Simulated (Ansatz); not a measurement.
**CH₃Ge (doublet): from Hartree-Fock to the top rungs at twist about Ge1–C2 = 62.4°, cc-pVDZ**

An exercise on one series of results from a longer session: the logs are not shown, and one member is left open.

Method: cc-pVDZ, core rule «outside noble gas», up to 15 orbitals frozen; program: Ansatz 0.2.0, Gaussian basis.

To be run: UHF; CCSD(T) on ROHF; CCSD(T) on UHF; BCCD(T) on ROHF; CISD; CCSDT(Q) on ROHF; CCSDT(Q) on UHF; CASSCF and MRCISD+Q, 3 electrons in 3 orbitals; CASSCF and NEVPT2, 3 electrons in 3 orbitals.

16 further runs of the same task are left out: 1 for a mislabelled method, 14 that didn't finish, 1 set aside as unsound or not needed.

## The geometry

The geometry derives from a PBE0/def2-TZVP stationary point (not a proven minimum). One half is turned about the bond named; the halves are rigid. No spin-orbit coupling is included. The filled d shell of Ge may be among the frozen orbitals whatever the setting's name suggests; the logs give the count.

5 atoms, charge 0, spin multiplicity 2.

Atoms are counted from 1 here; the program's logs count them from 0.

Bond lengths: Ge1–C2 1.750 Å, Ge1–H3 1.529 Å, Ge1–H4 1.522 Å, C2–H5 1.077 Å. Angles: C2–Ge1–H3 123.1°, C2–Ge1–H4 120.6°, H3–Ge1–H4 116.3°, Ge1–C2–H5 152.0°.

The first run:

File in.yaml:

```yaml
crystal:
  periodic: [false, false, false]
  atoms:
    - {symbol: Ge, position_ang: [-0.005145, 0.012337, 0.252064]}
    - {symbol: C, position_ang: [-0.005145, -0.089559, -1.495423]}
    - {symbol: H, position_ang: [-0.005145, 1.339391, 1.010824]}
    - {symbol: H, position_ang: [-0.005145, -1.249921, 1.102157]}
    - {symbol: H, position_ang: [0.442349, 0.088593, -2.459063]}
basis:
  gaussian: {orbitals: cc-pVDZ}
magnetization: {spin_polarized: true, initial_magnetization: 1}
hamiltonian: {xc: hf}
output: {orbitals: {seedname: orbitals}}
```

The run is started by

```console
ansatz run in.yaml --threads 1 --pin off --events-out ev --progress --plain --max-ram 2393MiB
```

Steps of the session up to this table: UHF; CCSD(T) on ROHF; CCSD(T) on UHF; BCCD(T) on ROHF; CISD; CCSDT(Q) on ROHF; CCSDT(Q) on UHF; CASSCF and MRCISD+Q, 3 electrons in 3 orbitals; CASSCF and NEVPT2, 3 electrons in 3 orbitals.

One table of the session follows, with a row left open; its other results are not shown here.

```
       method  from RCCSDT(Q) (kcal/mol)
         ROHF                    +163.16
          UHF                    +149.71
         RMP2                     +29.91
         UMP2                     +37.20
        RCCSD                      +7.25
        UCCSD                      +7.42
     RCCSD(T)                      +1.37
     UCCSD(T)                      +2.27
      BCCD(T)                      +1.46
       RCCSDT                      +0.47
       UCCSDT                      +0.52
    RCCSDT(Q)                          0
    UCCSDT(Q)                      +0.02
  CASSCF pair                    +142.51
  NEVPT2 pair                     +25.70
  MRCISD pair                          ?
MRCISD+Q pair                      +1.71
```

**Question.** Estimate the row for MRCISD pair.

The run gave: from RCCSDT(Q) (kcal/mol): +14.78. In the column «from RCCSDT(Q) (kcal/mol)» it lies between UCCSD (+7.42) and NEVPT2 pair (+25.70).

Among the levels timed on like hardware and quicker than the yardstick, those that no quicker one beats, quickest first: NEVPT2 pair (1.8 s, +25.70 kcal/mol); MRCISD+Q pair (2.1 s, +1.71 kcal/mol); RCCSD(T) (11 s, +1.37 kcal/mol).

Not comparable, so not listed: CISD (they don't share determinant, frozen orbitals or solution with the rows shown, or repeat one).

Limits of these values: The determinant is far from a pure spin state, so its energy mixes those of several spin states (harmless only where they are near-degenerate, as at dissociation). Of the multireference levels listed MRCISD+Q pair comes nearest in total energy (+1.71 kcal/mol), which doesn't show that its space is the better one. Restricted and unrestricted rows rest on different reference determinants; where their highest levels disagree by more than a few hundredths of an eV, they describe different states and don't form one ladder.
